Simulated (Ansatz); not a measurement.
# ZnSi+ (quartet): from Hartree-Fock to the top rungs, def2-SVP

An exercise on one series of results from a longer session: the logs are not shown, and one member is left open.

The runs use Ansatz 0.2.0, Gaussian basis; def2-SVP, core rule «outside noble gas», up to 14 orbitals frozen.

To be run: UHF; CCSD(T) on ROHF; CCSD(T) on UHF; CISD; CCSDT(Q) on ROHF; CCSDT(Q) on UHF; CASSCF and MRCISD+Q, 15 electrons in 10 orbitals; CASSCF and NEVPT2, 15 electrons in 10 orbitals.

23 further runs of the same task are left out: 1 for a mislabelled method, 7 that didn't finish, 15 set aside as unsound or not needed.

### The system

The geometry is a PBE0/def2-TZVP stationary point (not a proven minimum) of the parent state, kept for this charge and spin.

2 atoms, charge 1, spin multiplicity 4.

Atoms are counted from 1 here; the program's logs count them from 0.

Bond lengths: Zn1–Si2 2.393 Å.

The first run:

The input, in.yaml:

```yaml
crystal:
  periodic: [false, false, false]
  atoms:
    - {symbol: Zn, position_ang: [0.000000, 0.000000, 0.000000]}
    - {symbol: Si, position_ang: [0.000000, 0.000000, 2.393200]}
basis:
  gaussian: {orbitals: def2-SVP}
total_charge: 1
magnetization: {spin_polarized: true, initial_magnetization: 3}
hamiltonian: {xc: hf}
output: {orbitals: {seedname: orbitals}}
```

On the command line:

```console
> ansatz run in.yaml --threads 1 --pin off --events-out ev --progress --plain --max-ram 2393MiB
```

Among the steps run: UHF; CCSD(T) on ROHF; CCSD(T) on UHF; CISD; CCSDT(Q) on ROHF; CCSDT(Q) on UHF; CASSCF and MRCISD+Q, 15 electrons in 10 orbitals; CASSCF and NEVPT2, 15 electrons in 10 orbitals.

One of the session's tables, all rows but one given; the rest of the session is left out.

```
          method  from UCCSDT(Q) (kJ/mol)
            ROHF                   +856.8
             UHF                   +841.6
            RMP2                    +13.8
            UMP2                    +17.0
            CISD                    +84.6
           RCCSD                    +24.7
           UCCSD                    +24.2
        RCCSD(T)                        ?
        UCCSD(T)                     -0.7
          RCCSDT                     -1.9
          UCCSDT                     -2.0
       RCCSDT(Q)                     +0.3
       UCCSDT(Q)                        0
  CASSCF valence                   +814.1
  NEVPT2 valence                    +99.0
  MRCISD valence                    +75.2
MRCISD+Q valence                    +26.1
```

Estimate the missing values for RCCSD(T).

**Answer.** from UCCSDT(Q) (kJ/mol): -0.8. In the column «from UCCSDT(Q) (kJ/mol)» it lies between RCCSDT (-1.9) and UCCSD(T) (-0.7).

To keep in mind: Restricted and unrestricted rows rest on different reference determinants; where their highest levels disagree by more than a few hundredths of an eV, they describe different states and don't form one ladder.
